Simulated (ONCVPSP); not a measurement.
# Pseudopotential generation for Ni: ONCV, PBE

Aim: build the potential from the settings below, then test how well it stands in for the atom: other configurations, scattering, ghost states and the plane-wave cutoff that it needs.

Method: ONCVPSP 4.0.1.1 (patched build), PBE, scalar-relativistic.

## Step 1: Starting point

Typed settings, in words:

```
element                 : nickel (Ni, Z = 28)
type                    : optimised norm-conserving Vanderbilt (ONCV)
frozen core             : [Ne]
valence charge          : 18
reference configuration : 3s2 3p6 3d8 4s2
partial waves           : 3s+4s: rc 1.05 bohr, ncon 3, nbas 7, qcut 13.6 1/bohr, 2 projectors; 3p: rc 1.05 bohr, ncon 4, nbas 7, qcut 16.3 1/bohr, 3 projectors, debl 1 Ha; 3d: rc 1.65 bohr, ncon 4, nbas 9, qcut 7.7 1/bohr, 1 projector
local potential         : polynomial inside 1.00 bohr (lpopt 5, dvloc0 4 Ha)
core correction         : polynomial model core, fcfact 0.25
```

An earlier all-electron run gives the scale for the radii.

All-electron outer shells of the reference configuration (PBE, scalar-relativistic, ld1.x):

| shell | level (eV) | outermost node (bohr) | outermost maximum (bohr) |
| --- | --- | --- | --- |
| 2p | -844.68 | – | 0.16 |
| 3s | -111.06 | 0.30 | 0.64 |
| 3p | -71.39 | 0.27 | 0.65 |
| 3d | -8.87 | – | 0.63 |
| 4s | -5.64 | 0.92 | 2.24 |
| 4p | -1.22 | 1.00 | 3.17 |

## Step 2: Generation

Input file Ni.dat:

```
# ATOM AND REFERENCE CONFIGURATION
# atsym  z   nc   nv     iexc    psfile
  Ni 28.00    3    4        4      upf
#
#   n    l    f
    1    0    2.00
    2    0    2.00
    2    1    6.00
    3    0    2.00
    3    1    6.00
    3    2    8.00
    4    0    2.00
#
# PSEUDOPOTENTIAL AND OPTIMIZATION
# lmax
    2
#
#   l,   rc,      ep,       ncon, nbas, qcut
    0    1.05    0.00    3    7   13.60
    1    1.05    0.00    4    7   16.30
    2    1.65    0.00    4    9    7.70
#
# LOCAL POTENTIAL
# lloc, lpopt,  rc(5),   dvloc0
    4    5    1.00    4.00
#
# VANDERBILT-KLEINMAN-BYLANDER PROJECTORs
# l, nproj, debl
    0    2    3.70
    1    3    1.00
    2    1    3.90
#
# MODEL CORE CHARGE
# icmod, fcfact, rcfact
    1    0.25    0.00
#
# LOG DERIVATIVE ANALYSIS
# epsh1, epsh2, depsh
   -6.00    5.00    0.04
#
# OUTPUT GRID
# rlmax, drl
    6.00    0.01
#
# TEST CONFIGURATIONS
# ncnf
    4
# nvcnf
#   n    l    f
    4
    3    0    2.00
    3    1    6.00
    3    2    8.00
    4    0    1.00
#
    4
    3    0    2.00
    3    1    6.00
    3    2    8.00
    4    0    0.00
#
    4
    3    0    2.00
    3    1    6.00
    3    2    7.00
    4    0    0.00
#
    4
    3    0    2.00
    3    1    6.00
    3    2    7.00
    4    0    2.00
#
```

Launch:

```console
$ oncvpsp.x < Ni.dat > Ni.out
```

What does the calculation give? Wanted: cutoffs for 1 and 0.1 mHa per electron, occupied waves; bound ghosts; GHOST(+) flags; largest test error; largest phase difference near zero energy, channels read; rms error of d²Exc/dn², without and with the model core; projector energies reset by the program.

The runs gave:

```
                                                quantity                          value
  cutoffs for 1 and 0.1 mHa per electron, occupied waves               60 Ha and 106 Ha
                                            bound ghosts                     none found
                                          GHOST(+) flags             none at low energy
                            largest test error (AE − PS)  +115 meV, for 3s2 3p6 3d7 4s2
largest phase difference near zero energy, channels read                      0.040 rad
 rms error of d²Exc/dn², without and with the model core              2.83 and 1.83 mHa
                 projector energies reset by the program     p: -2.623, 0.250, 1.250 Ha
```

What this shows: By total energies transferability is poor: the largest error is 115 meV on 16.1 eV, for 3s2 3p6 3d7 4s2. The potential is hard: the looser tolerance needs 60 Ha. At the looser tolerance the 3s wave is the slowest; 3p needs 51 Ha. No bound ghost shows below the valence levels. Of the channels read, d scatters worst near zero energy, by up to 0.04 rad.
